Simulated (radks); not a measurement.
# In⁺ in [Kr] 4d10 5s2: an all-electron calculation

The task here is to estimate one member of a computed series from the others.

Method: scalar-relativistic Kohn-Sham, r2SCAN, spin-polarised, spherical densities, finite nucleus. Code: radks (a radial shooting solver on a logarithmic mesh, Libxc functionals) version 1.

### Starting point

- element: indium (Z = 49)
- charge: +1
- electrons: 48
- configuration: [Kr] 4d10 5s2
- nuclear rms radius: 4.6156 fm

Outer shells as boxes (Hund's rule):

In⁺
```
[Kr] core
4d [↑↓][↑↓][↑↓][↑↓][↑↓]
5s [↑↓]
```

Set-up of the first run:

Input:

```text
Z 49
configuration [Kr] 4d10 5s2
relativity scalar-relativistic
functional r2scan,r2scan
spin polarised
nucleus finite rms 4.6156 fm
c 137.035999084
```

The run is started by

```console
$ python run_ks.py task.json out
```

The same process makes all the runs of this session.

One of the session's tables, all rows but one given; the rest of the session is left out.

From the orbitals of this run (lengths in bohr):

| level | <r> | outermost maximum (interpolated) | 90 % within | nodes |
| --- | --- | --- | --- | --- |
| 1s | 0.02972 | 0.0192 | 0.0534 | 0 |
| 2s | 0.1285 | 0.109 | 0.198 | 1 |
| 2p | 0.1122 | 0.0869 | 0.183 | 0 |
| 3s | 0.3478 | 0.315 | 0.511 | 2 |
| 3p | 0.3466 | 0.309 | 0.521 | 1 |
| 3d | ? | ? | ? | ? |
| 4s | 0.8505 | 0.771 | 1.23 | 3 |
| 4p | 0.9237 | 0.817 | 1.36 | 2 |
| 4d | 1.176 | 0.930 | 1.85 | 1 |
| 5s | 2.480 | 2.12 | 3.66 | 4 |

Q: Estimate the row for 3d from the others.

The run gave: <r>: 0.3243; outermost maximum (interpolated): 0.259; 90 % within: 0.511; nodes: 0. In the column «<r>» it lies between 2s (0.1285) and 3p (0.3466).
